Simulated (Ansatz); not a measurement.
# In started on a La site and a Ga vacancy in perovskite LaGaO3, 39 atoms, charge +1

Wanted: geometry, frontier levels and spin of the defect cell, compared across PBEsol and HSE06.

Program: Ansatz 0.2.0, PAW, plane waves. These are calculated values, not measurements.

**1. The starting cell**

39 atoms (7 La, 1 In, 7 Ga, 24 O); a = 7.729 Å, b = 7.729 Å, c = 7.729 Å, α = 90.00°, β = 90.00°, γ = 90.00°. All atoms were shaken off their sites by about 0.02 Å along each axis. Defect site 1: (0.500, 0.500, 0.500). Defect site 2: (0.250, 0.250, 0.250). Starting moments add up to 4 μB.

Plan of the steps: (2) PBEsol relaxation at the single k point (¼, ¼, ¼), on 7 threads of Arm Neoverse-V2; (3) HSE06 single point at the single k point (¼, ¼, ¼), on 7 threads of Arm Neoverse-V2.

**2. Relaxing the atoms with PBEsol**

in.yaml reads:

```yaml
crystal:
  lattice:
    - [7.729308, 0.000000, 0.000000]
    - [0.000000, 7.729308, 0.000000]
    - [0.000000, 0.000000, 7.729308]
  atoms:
    - { symbol: La, position: [0.998677, 0.001940, 0.003253] }
    - { symbol: La, position: [0.005783, 0.000815, 0.500245] }
    - { symbol: La, position: [0.000382, 0.499675, 0.001902] }
    - { symbol: La, position: [0.997628, 0.497461, 0.495915] }
    - { symbol: La, position: [0.497738, 0.001320, 0.001302] }
    - { symbol: La, position: [0.500620, 0.999026, 0.504403] }
    - { symbol: La, position: [0.502651, 0.496564, 0.999134] }
    - { symbol: In, position: [0.499223, 0.496802, 0.498349], spin: 0.571 }
    - { symbol: Ga, position: [0.245850, 0.250248, 0.748940] }
    - { symbol: Ga, position: [0.251157, 0.749540, 0.250569] }
    - { symbol: Ga, position: [0.252824, 0.748081, 0.751535] }
    - { symbol: Ga, position: [0.753077, 0.246652, 0.251930] }
    - { symbol: Ga, position: [0.749156, 0.247702, 0.751089] }
    - { symbol: Ga, position: [0.748011, 0.745356, 0.251357] }
    - { symbol: Ga, position: [0.752990, 0.749378, 0.749007] }
    - { symbol: O, position: [0.251412, 0.252241, 0.998395], spin: 0.571 }
    - { symbol: O, position: [0.251003, 0.249672, 0.498162], spin: 0.571 }
    - { symbol: O, position: [0.250300, 0.749750, 0.997251] }
    - { symbol: O, position: [0.247260, 0.751762, 0.496784] }
    - { symbol: O, position: [0.750989, 0.246782, 0.004957] }
    - { symbol: O, position: [0.749072, 0.249822, 0.501716] }
    - { symbol: O, position: [0.747563, 0.748842, 0.004248] }
    - { symbol: O, position: [0.745128, 0.752714, 0.502479] }
    - { symbol: O, position: [0.999942, 0.250724, 0.251270], spin: 0.571 }
    - { symbol: O, position: [0.997885, 0.246826, 0.748606] }
    - { symbol: O, position: [0.999370, 0.744994, 0.251905] }
    - { symbol: O, position: [0.999762, 0.750117, 0.752437] }
    - { symbol: O, position: [0.500076, 0.249067, 0.249763], spin: 0.571 }
    - { symbol: O, position: [0.504062, 0.248425, 0.749407] }
    - { symbol: O, position: [0.494113, 0.748556, 0.251484] }
    - { symbol: O, position: [0.496753, 0.751745, 0.754136] }
    - { symbol: O, position: [0.249195, 0.997290, 0.246572], spin: 0.571 }
    - { symbol: O, position: [0.255931, 0.001973, 0.750076] }
    - { symbol: O, position: [0.249047, 0.502668, 0.251932], spin: 0.571 }
    - { symbol: O, position: [0.247968, 0.502520, 0.751148] }
    - { symbol: O, position: [0.750187, 0.001264, 0.253326] }
    - { symbol: O, position: [0.747915, 0.999725, 0.752486] }
    - { symbol: O, position: [0.747114, 0.500836, 0.248075] }
    - { symbol: O, position: [0.753499, 0.502442, 0.745374] }
  symmetry: { detect: false }
kpoints:
  mp_grid: { grid: [1, 1, 1], shift: [0.25, 0.25, 0.25] }
hamiltonian:
  xc: pbesol
total_charge: 1
magnetization:
  spin_polarized: true
scf:
  occupations: { method: fermi_dirac, width: 0.01 }
relax:
  f_tol: 0.03
  max_steps: 80
  escape_saddle: false
  adjacent_minimum: "off"
output:
  forces: true
  eigenvalues: true
  populations: true
  charged_corrections: { epsilon: 27 }
```

Started as:

```bash
ansatz run in.yaml --threads 7 --pin off --max-ram 13300MiB --runs-dir r --events-out ev --progress --plain
```

After this run come: HSE06 single point.

What does the calculation give? Wanted: for each run, top filled to lowest empty; moment.

**Answer**, as computed:

```
             level                     time  top filled to lowest empty (eV)  moment (μB)
PBEsol, relaxation  3.7 min (7 CPU threads)                             0.08         4.00
             HSE06  8.9 min (7 CPU threads)                             0.61         4.00
```

| quantity | value |
| --- | --- |
| relaxation | 24 recorded steps, 4.16 eV gained |
| largest shift | 0.76 Å (O34) |
| largest local moment | +0.69 μB on O |

**Reading.** Relaxation gains 4.16 eV, with shifts up to 0.76 Å (O34). At the same k points, PBEsol gives a spacing 0.53 eV smaller than the 0.61 eV of HSE06. In a defect cell this spacing can involve defect levels, so it need not be the gap.
